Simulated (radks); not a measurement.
# Ni⁺ in [Ar] 3d9: an all-electron calculation

One table from this session's results is given with a row withheld; the runs are named, their logs left out.

The numbers are computed with radks (a radial shooting solver on a logarithmic mesh, Libxc functionals) version 1 (non-relativistic Kohn-Sham, PBE, spin-polarised, spherical densities, point nucleus; open shells are filled with parallel spins first), except any that are marked as measured or tabulated.

### What is computed

```
element       : nickel (Z = 28)
charge        : +1
electrons     : 27
configuration : [Ar] 3d9
```

Outer shells as boxes (Hund's rule):

Ni⁺
```
[Ar] core
3d [↑↓][↑↓][↑↓][↑↓][↑ ]
```

The first run:

The run's settings:

```text
Z 28
configuration [Ar] 3d9
relativity non-relativistic
functional pbe,pbe
spin polarised
nucleus point
```

On the command line:

```console
python run_ks.py task.json out
```

This one command runs every case of the session in turn.

Steps of the session up to this table: Self-consistent calculation.

One of the session's tables, all rows but one given; the rest of the session is left out.

It belongs to the step «Radial structure». From the orbitals of this run (lengths in bohr):

| level | <r> | outermost maximum (interpolated) | 90 % within | nodes |
| --- | --- | --- | --- | --- |
| 1s down | 0.05483 | 0.0361 | 0.0977 | 0 |
| 1s up | 0.05483 | 0.0361 | 0.0977 | 0 |
| 2s up | 0.2483 | 0.208 | 0.384 | 1 |
| 2s down | 0.2482 | 0.208 | 0.384 | 1 |
| 2p up | 0.2166 | 0.166 | 0.354 | 0 |
| 2p down | 0.2166 | 0.166 | 0.354 | 0 |
| 3s up | 0.7535 | 0.649 | 1.13 | 2 |
| 3s down | 0.7542 | 0.649 | 1.13 | 2 |
| 3p up | 0.7891 | 0.652 | 1.22 | 1 |
| 3p down | 0.7904 | 0.652 | 1.22 | 1 |
| 3d up | ? | ? | ? | ? |
| 3d down | 1.078 | 0.639 | 1.95 | 0 |

Q: Estimate the row for 3d up from the others.

The run gave: <r>: 1.057; outermost maximum (interpolated): 0.636; 90 % within: 1.90; nodes: 0. In the column «<r>» it lies between 3p down (0.7904) and 3d down (1.078).

Limits of these values: Open shells are spherical and high-spin; term and fine-structure splittings are not resolved.
